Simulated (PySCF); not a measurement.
**Solver options tried on GaBr**

Do guess, damping, level shift and thresholds change the result for GaBr, or only the number of cycles?

Program: PySCF 2.14.0. Level of theory: each script names its method and basis. These are calculated values, not measurements.

### 1 Where the work starts

GaBr: 2 atoms, charge 0, spin multiplicity 1.

Bond lengths: Ga1–Br2 2.320 Å.

### 2 Base script

input.py

```python
from pyscf import gto, scf, mp

mol = gto.M(
    atom='Ga 0 0 0; Br 0 0 2.32',
    basis='6-31g',
    charge=0,
    spin=0,
    verbose=3,
)
mf = scf.UHF(mol)
mf = mf.density_fit(auxbasis='def2-universal-jkfit')
mf.kernel()
mp.MP2(mf).kernel()
mf.dip_moment()
print('orbital energies (hartree):', [e[max(0, n-3):n+3].round(4) for e, n in zip(mf.mo_energy, mol.nelec)])
```

Started as:

```bash
OMP_NUM_THREADS=1 python input.py
```

Its log is not repeated here.

In short: E(SCF) = -4495.034920 Eh, E(MP2) − E(SCF) = -0.41267 Eh, μ = 3.13 D (of the SCF density).

The bond length is a typed value, not an optimised one.

### 3 Level shift 0.5 hartree

Edit 1 changes level shift: none → 0.5 hartree.

input.py

```python
from pyscf import gto, scf, mp

mol = gto.M(
    atom='Ga 0 0 0; Br 0 0 2.32',
    basis='6-31g',
    charge=0,
    spin=0,
    verbose=3,
)
mf = scf.UHF(mol)
mf = mf.density_fit(auxbasis='def2-universal-jkfit')
mf.level_shift = 0.5
mf.kernel()
mp.MP2(mf).kernel()
mf.dip_moment()
print('orbital energies (hartree):', [e[max(0, n-3):n+3].round(4) for e, n in zip(mf.mo_energy, mol.nelec)])
```

Started as:

```bash
OMP_NUM_THREADS=1 python input.py
```

### 4 Convergence threshold 1e-05 hartree

Edit 2 changes convergence threshold: default → 1e-05 hartree.

Changes to input.py since step 2:

```diff
@@ -11,2 +11,3 @@
 mf = mf.density_fit(auxbasis='def2-universal-jkfit')
+mf.conv_tol = 1e-05
 mf.kernel()
```

### 5 Damping 0.95

Edit 3 changes damping: none → 0.95.

Changes to input.py since step 2:

```diff
@@ -11,2 +11,4 @@
 mf = mf.density_fit(auxbasis='def2-universal-jkfit')
+mf.damp = 0.95
+mf.diis_start_cycle = 8
 mf.kernel()
```

### 6 Initial guess sap

Edit 4 changes initial guess: minao → sap.

Changes to input.py since step 2:

```diff
@@ -11,2 +11,3 @@
 mf = mf.density_fit(auxbasis='def2-universal-jkfit')
+mf.init_guess = 'sap'
 mf.kernel()
```

### 7 Second-order solver on

Edit 5 changes second-order solver: off → on.

Changes to input.py since step 2:

```diff
@@ -11,2 +11,3 @@
 mf = mf.density_fit(auxbasis='def2-universal-jkfit')
+mf = mf.newton()
 mf.kernel()
```

Before running it: what results should come out? Wanted: for each run, E(SCF); from base; gap; dipole; after the SCF.

**Answer**, as computed:

```
                                run  E(SCF) (hartree)  from base (eV)  gap (eV)  dipole (D)               after the SCF
                               base      -4495.034920               0      9.83        3.13  MP2 correlation -11.229 eV
            level shift 0.5 hartree      -4495.034920          0.0000      9.83        3.13  MP2 correlation -11.229 eV
convergence threshold 1e-05 hartree      -4495.034920          0.0000      9.83        3.13  MP2 correlation -11.229 eV
                       damping 0.95      -4495.034920          0.0000      9.83        3.13  MP2 correlation -11.229 eV
                  initial guess sap      -4495.034920          0.0000      9.83        3.13  MP2 correlation -11.229 eV
             second-order solver on      -4495.034920          0.0000      9.83        3.13  MP2 correlation -11.229 eV
```

**Reading.** No change of the SCF energy comes from level shift 0.5 hartree or convergence threshold 1e-05 hartree or damping 0.95 or initial guess sap or second-order solver on.
